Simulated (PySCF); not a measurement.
# Changing the system itself: GeP

One physical setting of the base script is moved in each run, with the edits that it forces.

Program: PySCF 2.14.0. Level of theory: method and basis as typed in the scripts. These are calculated values, not measurements.

2 further runs of the same task are left out: 2 that didn't finish.

### 1 Where the work starts

GeP: 2 atoms, charge 0, spin multiplicity 2.

Bond lengths: Ge1–P2 2.336 Å.

### 2 Base script

File input.py:

```python
from pyscf import gto, scf

mol = gto.M(
    atom='Ge 0 0 0; P 0 0 2.336',
    basis='lanl2dz',
    ecp={'Ge': 'lanl2dz', 'P': 'lanl2dz'},
    charge=0,
    spin=1,
    verbose=4,
)
mf = scf.UHF(mol)
mf = mf.density_fit(auxbasis='def2-universal-jkfit')
mf.kernel()
mf.dip_moment()
print('orbital energies (hartree):', [e[max(0, n-3):n+3].round(4) for e, n in zip(mf.mo_energy, mol.nelec)])
```

Started as:

```console
$ OMP_NUM_THREADS=1 python input.py
```

The log of this run is left out.

In short: E(SCF) = -9.897274 Eh, ⟨S²⟩ = 0.778, μ = 2.66 D.

The bond length is a typed value, not an optimised one.

### 3 Charge +1 (singlet)

Variant 1 changes charge: 0 → 1; spin (2S): 1 → 0.

File input.py:

```python
from pyscf import gto, scf

mol = gto.M(
    atom='Ge 0 0 0; P 0 0 2.336',
    basis='lanl2dz',
    ecp={'Ge': 'lanl2dz', 'P': 'lanl2dz'},
    charge=1,
    spin=0,
    verbose=4,
)
mf = scf.UHF(mol)
mf = mf.density_fit(auxbasis='def2-universal-jkfit')
mf.kernel()
mf.dip_moment()
print('orbital energies (hartree):', [e[max(0, n-3):n+3].round(4) for e, n in zip(mf.mo_energy, mol.nelec)])
```

Started as:

```console
$ OMP_NUM_THREADS=1 python input.py
```

### 4 Electric field 0.05 a.u.

Variant 2 changes electric field: none → 0.05 a.u.

Edit input.py of step 2 so:

```diff
@@ -12,2 +12,7 @@
 mf = mf.density_fit(auxbasis='def2-universal-jkfit')
+field = 0.05  # electric field along z, atomic units
+h = mf.get_hcore() + field*mol.intor('int1e_r')[2]
+mf.get_hcore = lambda *args: h
+e_nuc = mol.energy_nuc() - field*mol.atom_charges() @ mol.atom_coords()[:, 2]
+mf.energy_nuc = lambda *args: e_nuc
 mf.kernel()
```

### 5 Bond 0.5 Å

Variant 3 changes bond length: 2.336 Å → 0.5 Å.

Edit input.py of step 2 so:

```diff
@@ -3,3 +3,3 @@
 mol = gto.M(
-    atom='Ge 0 0 0; P 0 0 2.336',
+    atom='Ge 0 0 0; P 0 0 0.5',
     basis='lanl2dz',
```

### 6 Electric field 0.01 a.u.

Variant 4 changes electric field: none → 0.01 a.u.

Edit input.py of step 2 so:

```diff
@@ -12,2 +12,7 @@
 mf = mf.density_fit(auxbasis='def2-universal-jkfit')
+field = 0.01  # electric field along z, atomic units
+h = mf.get_hcore() + field*mol.intor('int1e_r')[2]
+mf.get_hcore = lambda *args: h
+e_nuc = mol.energy_nuc() - field*mol.atom_charges() @ mol.atom_coords()[:, 2]
+mf.energy_nuc = lambda *args: e_nuc
 mf.kernel()
```

Before running it: what results should come out? Wanted: for each run, E(SCF); from base; gap, α spin; SCF dipole.

As calculated:

```
                     run  E(SCF) (hartree)  from base (eV)  cycles  gap, α spin (eV)  SCF dipole (D)
                    base         -9.897274               0      16              7.78            2.66
     charge +1 (singlet)         -9.613846         +7.7125      12              7.77             n/a
electric field 0.05 a.u.         -9.936591         -1.0699      14              7.81            9.60
bond 0.5 Å (poor choice)          2.003415       +323.8342      12              6.40            1.73
electric field 0.01 a.u.         -9.891577         +0.1550      17              7.63            0.22
```

**Reading.** Of the runs whose energies can be compared, “bond 0.5 Å” moves the SCF energy most (+323.834 eV). At the SCF level, going to the singlet with one electron fewer costs 7.71 eV at fixed geometry. Rows marked «poor choice» come from settings spoiled on purpose.
